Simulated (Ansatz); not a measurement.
# CH3BFN: taking an electron away

The task here is to estimate one member of a computed series from the others.

Computed with Ansatz 0.2.0, Gaussian basis. Level: unrestricted cation, the program's frozen cores in correlated methods.

The runs, in order: UKS PBE-D4/def2-TZVPP; UKS r2SCAN-D4/def2-TZVPP; UKS PBE0-D4/def2-TZVPP; UKS B3LYP-D4/def2-TZVPP; UKS wB97X-V/def2-TZVPP; UKS wB97M-V/def2-TZVPP; UKS B2PLYP/def2-TZVPP; UHF-CCSD(T)/def2-TZVPP; UHF-MP2/def2-QZVPP; extrapolation to the limit; then −ε(HOMO) from the neutral's earlier runs with LDA (SPW92), PBE-D4, revPBE-D4, BLYP-D4, r2SCAN-D4, B97M-V, PBE0-D4, B3LYP-D4, r2SCANh-D4, r2SCAN0-D4, HSE06-D4, BHLYP-D4, CAM-B3LYP-D4, LC-ωPBE, ωB97X-V, ωB97M-V.

## The geometry

The geometry comes from an earlier relaxation with PBE0-D4 in a triple-zeta def2 set; it is a stationary point, not always the lowest conformer.

SMILES `BC(=N)F`, 7 atoms, charge 0, spin multiplicity 1.

Atoms are counted from 1 here; the program's logs count them from 0.

Bond lengths: B1–C2 1.561 Å, B1–H5 1.191 Å, B1–H6 1.192 Å, C2–N3 1.256 Å, C2–F4 1.341 Å, N3–H7 1.018 Å. Angles: C2–B1–H5 119.8°, C2–B1–H6 118.6°, H5–B1–H6 121.5°, B1–C2–N3 126.3°, B1–C2–F4 116.4°, N3–C2–F4 117.0°, C2–N3–H7 110.2°.

Set-up of the first run:

File in.yaml:

```yaml
crystal:
  periodic: [false, false, false]
  atoms:
    - {symbol: B, position_ang: [-0.350509, 0.865253, -0.251705]}
    - {symbol: C, position_ang: [0.571412, -0.355680, 0.056298]}
    - {symbol: N, position_ang: [0.197723, -1.487555, 0.451992]}
    - {symbol: F, position_ang: [1.864262, -0.223689, -0.274286]}
    - {symbol: H, position_ang: [-0.170632, 1.508697, -1.237620]}
    - {symbol: H, position_ang: [-1.271996, 1.080788, 0.473142]}
    - {symbol: H, position_ang: [-0.779062, -1.455815, 0.736480]}
basis:
  gaussian: {orbitals: def2-TZVPP}
total_charge: 1
magnetization: {spin_polarized: true, initial_magnetization: 1}
hamiltonian: {xc: pbe, dispersion: d4}
```

The run is started by

```bash
$ ansatz run in.yaml --threads 2 --pin off --events-out ev --progress --plain --max-ram 4352MiB
```

Steps of the session up to this table: Cation, UKS PBE-D4/def2-TZVPP; Cation, UKS r2SCAN-D4/def2-TZVPP; Cation, UKS PBE0-D4/def2-TZVPP; Cation, UKS B3LYP-D4/def2-TZVPP; Cation, UKS wB97X-V/def2-TZVPP; Cation, UKS wB97M-V/def2-TZVPP; Cation, UKS B2PLYP (frozen core)/def2-TZVPP; Cation, UHF-CCSD(T)/def2-TZVPP; Cation, UHF-MP2/def2-QZVPP.

One table of the session follows, with a row left open; its other results are not shown here.

For comparison, −ε(HOMO) of the neutral from earlier runs:

```
  functional  −ε(HOMO) (eV)
 LDA (SPW92)           7.22
      PBE-D4           7.06
   revPBE-D4           7.00
     BLYP-D4           6.98
   r2SCAN-D4           7.36
      B97M-V           7.54
     PBE0-D4           8.57
    B3LYP-D4           8.35
  r2SCANh-D4           7.93
  r2SCAN0-D4           8.79
    HSE06-D4           8.16
    BHLYP-D4          10.06
CAM-B3LYP-D4          10.05
     LC-ωPBE          11.39
     ωB97X-V          11.04
     ωB97M-V              ?
```

**Question.** Estimate the row for ωB97M-V.

**Answer.** −ε(HOMO) (eV): 10.96. In the column «−ε(HOMO) (eV)» it lies between BHLYP-D4 (10.06) and ωB97X-V (11.04).
